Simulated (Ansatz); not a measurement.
# AlBrH4SeSi: basis-set convergence

One table from this session's results is given with a row withheld; the runs are named, their logs left out.

Program: Ansatz 0.2.0, Gaussian basis. Level of theory: one geometry, several basis sets. These are calculated values, not measurements.

Plan: PBE0-D4/def2-SVP; ωB97M-V/def2-SVP; PBE0-D4/def2-QZVPP; ωB97M-V/def2-QZVPP; the functionals' def2-TZVPP values are taken from earlier runs.

### The geometry

An earlier PBE0-D4 in a triple-zeta def2 set relaxation fixed the geometry.

8 atoms, charge 0, spin multiplicity 1.

Atoms are counted from 1 here; the program's logs count them from 0.

Bond lengths: Al1–Se2 2.422 Å, Al1–Br4 2.634 Å, Al1–H5 1.579 Å, Al1–H6 1.580 Å, Se2–Si3 2.211 Å, Si3–Br4 2.315 Å, Si3–H7 1.480 Å, Si3–H8 1.480 Å. Angles: Se2–Al1–Br4 90.6°, Se2–Al1–H5 114.3°, Se2–Al1–H6 115.5°, Br4–Al1–H5 103.0°, Br4–Al1–H6 100.8°, H5–Al1–H6 123.8°, Al1–Se2–Si3 84.6°, Se2–Si3–Br4 105.2°, Se2–Si3–H7 117.0°, Se2–Si3–H8 115.8°, Br4–Si3–H7 102.7°, Br4–Si3–H8 103.9°, H7–Si3–H8 110.3°, Al1–Br4–Si3 77.9°.

Set-up of the first run:

The input, in.yaml:

```yaml
crystal:
  periodic: [false, false, false]
  atoms:
    - {symbol: Al, position_ang: [-0.535122, 1.364352, -0.733554]}
    - {symbol: Se, position_ang: [1.234446, 1.025501, 0.884339]}
    - {symbol: Si, position_ang: [0.639005, -1.101593, 0.776505]}
    - {symbol: Br, position_ang: [-0.797161, -1.239253, -1.033393]}
    - {symbol: H, position_ang: [-0.035050, 1.837493, -2.155132]}
    - {symbol: H, position_ang: [-1.946430, 1.737357, -0.128437]}
    - {symbol: H, position_ang: [-0.187833, -1.624291, 1.887410]}
    - {symbol: H, position_ang: [1.720244, -2.056666, 0.446360]}
basis:
  gaussian: {orbitals: def2-SVP}
hamiltonian: {xc: pbe0, dispersion: d4}
output: {orbitals: {seedname: orbitals}}
```

Command:

```bash
> ansatz run in.yaml --threads 4 --pin off --events-out ev --progress --plain --max-ram 10444MiB
```

Among the steps run: PBE0-D4 in def2-SVP; ωB97M-V in def2-SVP; PBE0-D4 in def2-QZVPP; ωB97M-V in def2-QZVPP.

One table of the session follows, with a row left open; its other results are not shown here.

It belongs to the step «Density functionals: the series». 

```
functional       basis  HOMO (eV)
   PBE0-D4    def2-SVP      -7.09
   PBE0-D4  def2-TZVPP      -7.13
   PBE0-D4  def2-QZVPP      -7.14
   ωB97M-V    def2-SVP          ?
   ωB97M-V  def2-TZVPP      -9.24
   ωB97M-V  def2-QZVPP      -9.24
```

Q: Estimate the row for ωB97M-V, def2-SVP from the others.

**Answer.** HOMO (eV): -9.15. In the column «HOMO (eV)» it lies between ωB97M-V, def2-QZVPP (-9.24) and PBE0-D4, def2-QZVPP (-7.14).
